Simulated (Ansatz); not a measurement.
# doublet [C4H5NO2]+: levels of theory compared

We compute a comparison of 6 runs (UHF/6-31G*, U-r2SCAN/6-31G*, U-wB97X/6-31G*, UB3LYP/6-31G*, UCAM-B3LYP/6-31G*, RPA@PBE0/6-31G*) of doublet [C4H5NO2]+. 

Program for the calculation: Ansatz 0.2.0.

61 further runs of the same task are left out: 61 set aside as unsound or not needed.

### 1 The molecule

[C4H5NO2]+ has 12 atoms, charge +1, and is taken as a doublet. SMILES of the parent species: `O=C1CCC(=O)N1`. Geometry: relaxed at PBE0-D4/def2-TZVP. That shape belongs to the parent species and isn't relaxed for this state.

Bond lengths: O1–C2 1.200 Å, C2–C3 1.516 Å, C3–C4 1.525 Å, C4–C5 1.516 Å, C5–O6 1.200 Å, C2–N7 1.381 Å, C5–N7 1.381 Å, C3–H8 1.091 Å, C3–H9 1.091 Å, C4–H10 1.091 Å, C4–H11 1.091 Å, N7–H12 1.009 Å. Some angles: O1–C2–C3 127.8°, O1–C2–N7 125.1°, C3–C2–N7 107.0°, C2–C3–C4 105.4°, C3–C4–C5 105.4°, C4–C5–O6 127.8°, C4–C5–N7 107.0°, O6–C5–N7 125.1°, C2–N7–C5 115.1°, C2–C3–H8 108.4°.

### 2 A single-point energy at UHF/6-31G(d) (spherical functions) (run 1)

Contents of input.yaml:

```yaml
crystal:
  periodic: [false, false, false]
  atoms:
    - {symbol: O, position_ang: [1.639280, -0.871100, 1.691950]}
    - {symbol: C, position_ang: [0.885440, -0.408080, 0.880820]}
    - {symbol: C, position_ang: [-0.350350, -1.052550, 0.285480]}
    - {symbol: C, position_ang: [-0.920300, -0.020680, -0.681700]}
    - {symbol: C, position_ang: [0.015400, 1.168760, -0.600110]}
    - {symbol: O, position_ang: [-0.058340, 2.206240, -1.199110]}
    - {symbol: N, position_ang: [1.001240, 0.845500, 0.312040]}
    - {symbol: H, position_ang: [-0.054050, -1.986800, -0.194010]}
    - {symbol: H, position_ang: [-1.028670, -1.313250, 1.099360]}
    - {symbol: H, position_ang: [-0.954610, -0.361510, -1.717620]}
    - {symbol: H, position_ang: [-1.925900, 0.314600, -0.423070]}
    - {symbol: H, position_ang: [1.750860, 1.478890, 0.545970]}
basis:
  gaussian: {orbitals: 6-31G_st_-spherical.json}
total_charge: 1
magnetization: {spin_polarized: true, initial_magnetization: 1}
hamiltonian: {xc: hf}
accuracy: high
output: {orbitals: {seedname: orbitals}}
```

The basis set 6-31G* is read from a file made from the Basis Set Exchange's data (not shown).

Run with:

```
ansatz run input.yaml --threads 1 --pin off --max-ram 3480MiB --events-out events.jsonl --progress --plain --runs-dir runs
```

The program printed:

```text
Warning: RAYON_NUM_THREADS=1 ignored (pool sized by the plan → 1); use --threads N
Functional definition: HF
  name "HF"
  exchange = exact_x
  correlation = 0
2634 factors; integrals over basis functions are off by at most 3.5e-9 eV
mean field evaluation 1: about -9741.4456 eV, gradient 3.6e1 eV
mean field evaluation 2: about -9741.5957 eV, gradient 3.6e1 eV
mean field evaluation 4: about -9747.4631 eV, gradient 4.9e0 eV
mean field evaluation 8: about -9747.8084 eV, gradient 6.6e-1 eV
mean field evaluation 16: about -9748.6067 eV, gradient 3.1e0 eV
mean field evaluation 32: about -9748.3954 eV, gradient 2.6e0 eV
mean field evaluation 64: about -9748.4174 eV, gradient 2.5e0 eV
mean field evaluation 96: about -9748.0657 eV, gradient 5.9e0 eV
mean field evaluation 128: about -9748.6043 eV, gradient 2.3e0 eV
mean field evaluation 160: about -9748.9834 eV, gradient 4.4e-4 eV
mean field evaluation 192: about -9748.6526 eV, gradient 2.6e-1 eV
mean field evaluation 224: about -9747.8210 eV, gradient 1.9e-1 eV
mean field evaluation 256: about -9748.1581 eV, gradient 2.1e0 eV
mean field -9748.98345957 eV, -358.2685340408 hartree, gradient 5.2e-8 eV, S^2 0.765344; 4 other end points of the search recorded, 0 dependent functions left out
reference -9748.98345957 eV, -358.2685340408 hartree; 26, 25 occupied and 82, 83 virtual orbitals, 2634 factors
Total energy: -9748.98345957 eV, -358.2685340408 hartree
```

It took 27 s on 1 thread of Arm Neoverse V2, shared host; peak memory 0.58 GiB.

### 3 A single-point energy at U-r2SCAN/6-31G(d) (spherical functions) (run 2)

Contents of in.yaml:

```yaml
crystal:
  periodic: [false, false, false]
  atoms:
    - {symbol: O, position_ang: [1.639280, -0.871100, 1.691950]}
    - {symbol: C, position_ang: [0.885440, -0.408080, 0.880820]}
    - {symbol: C, position_ang: [-0.350350, -1.052550, 0.285480]}
    - {symbol: C, position_ang: [-0.920300, -0.020680, -0.681700]}
    - {symbol: C, position_ang: [0.015400, 1.168760, -0.600110]}
    - {symbol: O, position_ang: [-0.058340, 2.206240, -1.199110]}
    - {symbol: N, position_ang: [1.001240, 0.845500, 0.312040]}
    - {symbol: H, position_ang: [-0.054050, -1.986800, -0.194010]}
    - {symbol: H, position_ang: [-1.028670, -1.313250, 1.099360]}
    - {symbol: H, position_ang: [-0.954610, -0.361510, -1.717620]}
    - {symbol: H, position_ang: [-1.925900, 0.314600, -0.423070]}
    - {symbol: H, position_ang: [1.750860, 1.478890, 0.545970]}
basis:
  gaussian:
    orbitals: 6-31G_st_-spherical.json
hamiltonian:
  xc: {name: r2SCAN}
accuracy: high
output: {orbitals: {seedname: orbitals}}
total_charge: 1
magnetization:
  spin_polarized: true
  initial_magnetization: 1
```

The basis set 6-31G* is read from a file made from the Basis Set Exchange's data (not shown).

Run with:

```
ansatz run in.yaml --threads 1 --pin off --max-ram 3480MiB --events-out events.jsonl --progress --plain --runs-dir runs
```

The program printed:

```text
Warning: RAYON_NUM_THREADS=1 ignored (pool sized by the plan → 1); use --threads N
Functional definition: r2SCAN
  name "r2SCAN"
  parameter k0 = 0.174
  parameter k1 = 0.065
  parameter a1 = 4.9479
  exchange = r2scan_x(k0 = k0, k1 = k1, a1 = a1)
  correlation = r2scan_c
2634 factors; integrals over basis functions are off by at most 3.5e-9 eV
mean field evaluation 1: about -9790.0139 eV, gradient 4.8e1 eV
mean field evaluation 2: about -9786.4822 eV, gradient 5.7e1 eV
mean field evaluation 4: about -9799.3709 eV, gradient 8.2e0 eV
mean field evaluation 8: about -9799.6770 eV, gradient 5.4e-1 eV
mean field evaluation 16: about -9799.6745 eV, gradient 1.5e-3 eV
mean field evaluation 32: about -9799.6745 eV, gradient 9.2e-8 eV
mean field -9799.67452138 eV, -360.1313962029 hartree, gradient 9.2e-8 eV, S^2 0.756035; 2 other end points of the search recorded, 0 dependent functions left out
reference -9799.67452232 eV, -360.1313962372 hartree; 26, 25 occupied and 82, 83 virtual orbitals, 2634 factors
Total energy: -9799.67452232 eV, -360.1313962372 hartree
```

Wall time 63 s (1 thread of Arm Neoverse V2, shared host); peak memory 0.61 GiB.

### 4 A single-point energy at U-wB97X/6-31G(d) (spherical functions) (run 3)

Contents of molecule.yaml:

```yaml
basis:
  gaussian: {orbitals: 6-31G_st_-spherical.json}
crystal:
  periodic: [false, false, false]
  atoms:
    - {symbol: O, position_ang: [1.639280, -0.871100, 1.691950]}
    - {symbol: C, position_ang: [0.885440, -0.408080, 0.880820]}
    - {symbol: C, position_ang: [-0.350350, -1.052550, 0.285480]}
    - {symbol: C, position_ang: [-0.920300, -0.020680, -0.681700]}
    - {symbol: C, position_ang: [0.015400, 1.168760, -0.600110]}
    - {symbol: O, position_ang: [-0.058340, 2.206240, -1.199110]}
    - {symbol: "N", position_ang: [1.001240, 0.845500, 0.312040]}
    - {symbol: H, position_ang: [-0.054050, -1.986800, -0.194010]}
    - {symbol: H, position_ang: [-1.028670, -1.313250, 1.099360]}
    - {symbol: H, position_ang: [-0.954610, -0.361510, -1.717620]}
    - {symbol: H, position_ang: [-1.925900, 0.314600, -0.423070]}
    - {symbol: H, position_ang: [1.750860, 1.478890, 0.545970]}
total_charge: 1
magnetization: {spin_polarized: true, initial_magnetization: 1}
hamiltonian: {xc: {name: wB97X}}
accuracy: high
output: {orbitals: {seedname: orbitals}}
```

The basis set 6-31G* is read from a file made from the Basis Set Exchange's data (not shown).

Run with:

```
ansatz run molecule.yaml --threads 1 --pin off --max-ram 3480MiB --events-out events.jsonl --progress --plain --runs-dir runs
```

The program printed:

```text
Warning: RAYON_NUM_THREADS=1 ignored (pool sized by the plan → 1); use --threads N
Functional definition: wB97X
  name "wB97X"
  parameter omega = 0.3/bohr
  parameter cx = 0.157706
  parameter cx1 = 0.726479
  parameter cx2 = 1.04760
  parameter cx3 = -5.70635
  parameter cx4 = 13.2794
  parameter css1 = -4.33879
  parameter css2 = 18.2308
  parameter css3 = -31.7430
  parameter css4 = 17.2901
  parameter cos1 = 2.37031
  parameter cos2 = -11.3995
  parameter cos3 = 6.58405
  parameter cos4 = -3.78132
  exchange = spin_sum(e_x_unif_sr(omega)*poly(b97_u_x, 1 - cx, cx1, cx2, cx3, cx4)) + cx*exact_x_sr(omega)
      + exact_x_lr(omega)
  correlation = spin_sum(e_c_pw_same_spin*poly(b97_u_same, 1, css1, css2, css3, css4))
      + integral(e_c_pw_opposite_spin*poly(b97_u_opposite, 1, cos1, cos2, cos3, cos4))
2634 factors; integrals over basis functions are off by at most 3.5e-9 eV
399 factors; integrals over basis functions are off by at most 1.5e-9 eV
mean field evaluation 1: about -9794.4996 eV, gradient 4.2e1 eV
mean field evaluation 2: about -9793.1503 eV, gradient 5.0e1 eV
mean field evaluation 4: about -9801.4071 eV, gradient 2.6e0 eV
mean field evaluation 8: about -9801.6965 eV, gradient 3.2e-1 eV
mean field evaluation 16: about -9801.6993 eV, gradient 3.2e-3 eV
mean field evaluation 32: about -9801.7078 eV, gradient 8.6e-4 eV
mean field -9801.70782709 eV, -360.2061188094 hartree, gradient 2.2e-8 eV, S^2 0.759902; 4 other end points of the search recorded, 0 dependent functions left out
reference -9801.70782514 eV, -360.2061187376 hartree; 26, 25 occupied and 82, 83 virtual orbitals, 2634 factors
Total energy: -9801.70782514 eV, -360.2061187376 hartree
```

Wall time 3.8 min (1 thread of Arm Neoverse V2, shared host); peak memory 1.2 GiB.

Runs 4 to 5 aren't shown in full; the table further down has their settings and results.

### 5 A single-point energy at RPA@PBE0/6-31G(d) (spherical functions) (run 6)

Contents of job.yaml:

```yaml
crystal:
  periodic: [false, false, false]
  atoms:
    - symbol: O
      position_ang: [1.639280, -0.871100, 1.691950]
    - symbol: C
      position_ang: [0.885440, -0.408080, 0.880820]
    - symbol: C
      position_ang: [-0.350350, -1.052550, 0.285480]
    - symbol: C
      position_ang: [-0.920300, -0.020680, -0.681700]
    - symbol: C
      position_ang: [0.015400, 1.168760, -0.600110]
    - symbol: O
      position_ang: [-0.058340, 2.206240, -1.199110]
    - symbol: "N"
      position_ang: [1.001240, 0.845500, 0.312040]
    - symbol: H
      position_ang: [-0.054050, -1.986800, -0.194010]
    - symbol: H
      position_ang: [-1.028670, -1.313250, 1.099360]
    - symbol: H
      position_ang: [-0.954610, -0.361510, -1.717620]
    - symbol: H
      position_ang: [-1.925900, 0.314600, -0.423070]
    - symbol: H
      position_ang: [1.750860, 1.478890, 0.545970]
basis:
  gaussian:
    orbitals: 6-31G_st_-spherical.json
correlation:
  method: rpa
  frozen_orbitals: {C: 1, H: 0, "N": 1, O: 1}
accuracy: high
hamiltonian:
  xc: pbe0
magnetization:
  spin_polarized: true
  initial_magnetization: 1
total_charge: 1
```

The basis set 6-31G* is read from a file made from the Basis Set Exchange's data (not shown).

Run with:

```
ansatz run job.yaml --threads 1 --pin off --max-ram 3480MiB --events-out events.jsonl --progress --plain --runs-dir runs
```

The program printed:

```text
Warning: RAYON_NUM_THREADS=1 ignored (pool sized by the plan → 1); use --threads N
Functional definition: PBE0
  name "PBE0"
  parameter a = 0.25
  parameter kappa = 0.804
  parameter beta = 0.06672455060314922
  exchange = (1 - a)*pbe_x(kappa = kappa, mu = beta*pi^2/3) + a*exact_x
  correlation = pbe_c(beta = beta)
2634 factors; integrals over basis functions are off by at most 3.5e-9 eV
mean field evaluation 1: about -9785.9735 eV, gradient 4.4e1 eV
mean field evaluation 2: about -9786.0156 eV, gradient 4.4e1 eV
mean field evaluation 4: about -9792.9567 eV, gradient 1.4e1 eV
mean field evaluation 8: about -9793.7551 eV, gradient 3.1e-1 eV
mean field evaluation 16: about -9793.7607 eV, gradient 1.2e-3 eV
mean field evaluation 32: about -9793.7607 eV, gradient 7.1e-7 eV
mean field -9793.76072918 eV, -359.9140683478 hartree, gradient 4.6e-8 eV, S^2 0.759108; 4 other end points of the search recorded, 0 dependent functions left out
7 core orbitals not correlated: weight in the atoms' cores, before any rotation towards them, 1.000 or more for the frozen orbitals, at most 0.000 for the correlated occupied ones
reference -9746.76916697 eV, -358.1871602888 hartree; 19, 18 occupied and 82, 83 virtual orbitals, 2634 factors
Total energy: -9785.13670264 eV, -359.5971412182 hartree
```

Run time: 40 s. Hardware: 1 thread of Arm Neoverse V2, shared host; peak memory 0.62 GiB.

### 6 The series

| run | level | frozen core orbitals | energy (Eh) | HOMO energy (eV) | LUMO energy (eV) | ⟨S²⟩ | wall time |
| --- | --- | --- | --- | --- | --- | --- | --- |
| 1 | UHF/6-31G* (spherical functions) | – | -358.268534 | -17.23 | -6.24 | 0.765 | 27 s |
| 2 | U-r2SCAN/6-31G* (spherical functions) | – | -360.131396 | -13.20 | -12.37 | 0.756 | 63 s |
| 3 | U-wB97X/6-31G* (spherical functions) | – | -360.206119 | -15.54 | -10.28 | 0.760 | 3.8 min |
| 4 | UB3LYP/6-31G* (spherical functions) | – | -360.309077 | -13.64 | -11.97 | 0.757 | 30 s |
| 5 | UCAM-B3LYP/6-31G* (spherical functions) | – | -360.136629 | -14.67 | -11.07 | 0.761 | 48 s |
| 6 | RPA@PBE0/6-31G* (spherical functions) | 7 | -359.597141 | – | – | 0.759 | 40 s |

### 7 Summary of results

```
                                quantity          value
                     run 6: total energy  -359.59714 Eh
 run 6: RPA correlation energy (valence)    -1410.0 mEh
run 6: ⟨S²⟩ of the reference determinant          0.759
```

What this shows: Totals of different functionals can't be ranked against each other. All runs together took 7.3 min, the longest 3.8 min.
